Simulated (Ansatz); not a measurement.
# Alloy of Si and Ge (60 of 64 Si sites exchanged), 64 atoms

Wanted: the relaxed alloy cell and its gap (PBEsol and HSE06).

Program: Ansatz 0.2.0, PAW, plane waves. These are calculated values, not measurements.

## Step 1: The starting cell

64 atoms (60 Ge, 4 Si); a = 11.322 Å, b = 11.322 Å, c = 11.322 Å, α = 90.00°, β = 90.00°, γ = 90.00°. All atoms were shaken off their sites by about 0.02 Å along each axis.

Steps to follow: (2) PBEsol cell relaxation at the single k point (¼, ¼, ¼), on 1 × NVIDIA GB300 Max-Q with 8 threads of Arm Neoverse-V2; (3) HSE06 single point at the Γ point alone, on 1 × NVIDIA GB300 Max-Q with 8 threads of Arm Neoverse-V2.

## Step 2: Relaxing cell and atoms with PBEsol

Input file in.yaml:

```yaml
crystal:
  lattice:
    - [11.322048, 0.000000, 0.000000]
    - [0.000000, 11.322048, 0.000000]
    - [0.000000, 0.000000, 11.322048]
  atoms:
    - { symbol: Ge, position: [0.998605, 0.003023, 0.999820] }
    - { symbol: Ge, position: [0.001199, 0.998774, 0.501608] }
    - { symbol: Ge, position: [0.001362, 0.497342, 0.997993] }
    - { symbol: Ge, position: [0.999692, 0.500064, 0.499934] }
    - { symbol: Ge, position: [0.500749, 0.998949, 0.000019] }
    - { symbol: Ge, position: [0.499036, 0.998367, 0.499339] }
    - { symbol: Ge, position: [0.499108, 0.498815, 0.001286] }
    - { symbol: Ge, position: [0.501138, 0.501603, 0.497700] }
    - { symbol: Ge, position: [0.125399, 0.125439, 0.125139] }
    - { symbol: Ge, position: [0.123666, 0.125390, 0.626178] }
    - { symbol: Ge, position: [0.125958, 0.625040, 0.121331] }
    - { symbol: Ge, position: [0.125600, 0.625824, 0.626847] }
    - { symbol: Ge, position: [0.628887, 0.126435, 0.126043] }
    - { symbol: Ge, position: [0.626030, 0.127143, 0.624124] }
    - { symbol: Ge, position: [0.622743, 0.625080, 0.121758] }
    - { symbol: Ge, position: [0.623152, 0.621023, 0.621538] }
    - { symbol: Ge, position: [0.251635, 0.251218, 0.001942] }
    - { symbol: Ge, position: [0.252156, 0.248845, 0.494499] }
    - { symbol: Ge, position: [0.251900, 0.748436, 0.997505] }
    - { symbol: Ge, position: [0.248919, 0.749493, 0.501987] }
    - { symbol: Ge, position: [0.750798, 0.250509, 0.001007] }
    - { symbol: Ge, position: [0.747175, 0.251834, 0.500474] }
    - { symbol: Ge, position: [0.751834, 0.748692, 0.001446] }
    - { symbol: Ge, position: [0.748380, 0.748331, 0.498345] }
    - { symbol: Ge, position: [0.370941, 0.375049, 0.126601] }
    - { symbol: Ge, position: [0.376376, 0.870953, 0.123586] }
    - { symbol: Ge, position: [0.373410, 0.876702, 0.626718] }
    - { symbol: Ge, position: [0.875273, 0.376741, 0.124383] }
    - { symbol: Ge, position: [0.876356, 0.376386, 0.631176] }
    - { symbol: Ge, position: [0.873613, 0.876743, 0.120872] }
    - { symbol: Ge, position: [0.875125, 0.872882, 0.624609] }
    - { symbol: Ge, position: [0.249334, 0.000186, 0.247537] }
    - { symbol: Ge, position: [0.250054, 0.999232, 0.748299] }
    - { symbol: Ge, position: [0.246766, 0.500852, 0.248446] }
    - { symbol: Ge, position: [0.252870, 0.500900, 0.752046] }
    - { symbol: Ge, position: [0.751235, 0.002774, 0.248771] }
    - { symbol: Ge, position: [0.752250, 0.000635, 0.750657] }
    - { symbol: Ge, position: [0.750111, 0.501716, 0.250231] }
    - { symbol: Ge, position: [0.753728, 0.503398, 0.747429] }
    - { symbol: Ge, position: [0.374335, 0.126946, 0.374798] }
    - { symbol: Ge, position: [0.373203, 0.124880, 0.874750] }
    - { symbol: Ge, position: [0.374981, 0.626014, 0.378491] }
    - { symbol: Ge, position: [0.376906, 0.626292, 0.878279] }
    - { symbol: Ge, position: [0.875642, 0.124487, 0.375330] }
    - { symbol: Ge, position: [0.873494, 0.625942, 0.374624] }
    - { symbol: Ge, position: [0.873207, 0.626353, 0.872417] }
    - { symbol: Ge, position: [0.001438, 0.251902, 0.751399] }
    - { symbol: Ge, position: [0.999072, 0.749299, 0.748348] }
    - { symbol: Ge, position: [0.500707, 0.250267, 0.250145] }
    - { symbol: Ge, position: [0.500875, 0.249284, 0.748456] }
    - { symbol: Ge, position: [0.501353, 0.751987, 0.246588] }
    - { symbol: Ge, position: [0.500320, 0.747049, 0.751049] }
    - { symbol: Ge, position: [0.127954, 0.376494, 0.377171] }
    - { symbol: Ge, position: [0.126471, 0.374000, 0.875775] }
    - { symbol: Ge, position: [0.126483, 0.874548, 0.373351] }
    - { symbol: Ge, position: [0.127140, 0.873804, 0.874837] }
    - { symbol: Ge, position: [0.625125, 0.372802, 0.376338] }
    - { symbol: Ge, position: [0.622333, 0.374587, 0.873330] }
    - { symbol: Ge, position: [0.624319, 0.873076, 0.372905] }
    - { symbol: Ge, position: [0.628557, 0.876178, 0.875129] }
    - { symbol: Si, position: [0.376653, 0.373399, 0.627375] }
    - { symbol: Si, position: [0.874063, 0.126069, 0.873943] }
    - { symbol: Si, position: [0.997331, 0.249559, 0.247269] }
    - { symbol: Si, position: [0.999676, 0.748989, 0.248697] }
  symmetry: { detect: false }
kpoints:
  mp_grid: { grid: [1, 1, 1], shift: [0.25, 0.25, 0.25] }
hamiltonian:
  xc: pbesol
scf:
  occupations: { method: fermi_dirac, width: 0.01 }
relax:
  f_tol: 0.03
  max_steps: 80
  escape_saddle: false
  adjacent_minimum: "off"
  cell: { fix: [shape] }
output:
  forces: true
  eigenvalues: true
  populations: true
```

Launch:

```
$ ansatz run in.yaml --threads 8 --pin off --max-ram 76000MiB --runs-dir r --events-out ev --progress --plain --backend cuda --devices 0,
```

The runs that follow: HSE06 on the final geometry.

What does the calculation give? Wanted: for each run, top filled to lowest empty.

**Answer**, as computed:

| level | time | k points | top filled to lowest empty (eV) |
| --- | --- | --- | --- |
| PBEsol, relaxation | 7.7 s (GPU) | (¼, ¼, ¼) | 0.61 |
| HSE06 | 48 s (GPU) | Γ | 0.86 |

```
     quantity                                                                         value
   relaxation                                              4 recorded steps, 0.64 eV gained
largest shift                                                                 0.09 Å (Ge18)
 relaxed cell  a = 11.311 Å, b = 11.311 Å, c = 11.311 Å, α = 90.00°, β = 90.00°, γ = 90.00°
   mean bonds                                                    Ge–Ge 2.455, Ge–Si 2.411 Å
```

**What this shows.** Relaxation gains 0.64 eV, with shifts up to 0.09 Å (Ge18), while the volume changes by -0.3 %. The mean lengths of the listed bonds run from Ge–Si 2.41 Å to Ge–Ge 2.45 Å. Rows on different k points differ by sampling as well as by level. No spin–orbit coupling is included; with elements this heavy it would shift the edges. With one k point the spacing samples only the states that fold onto it, so it can exceed the gap over the zone.
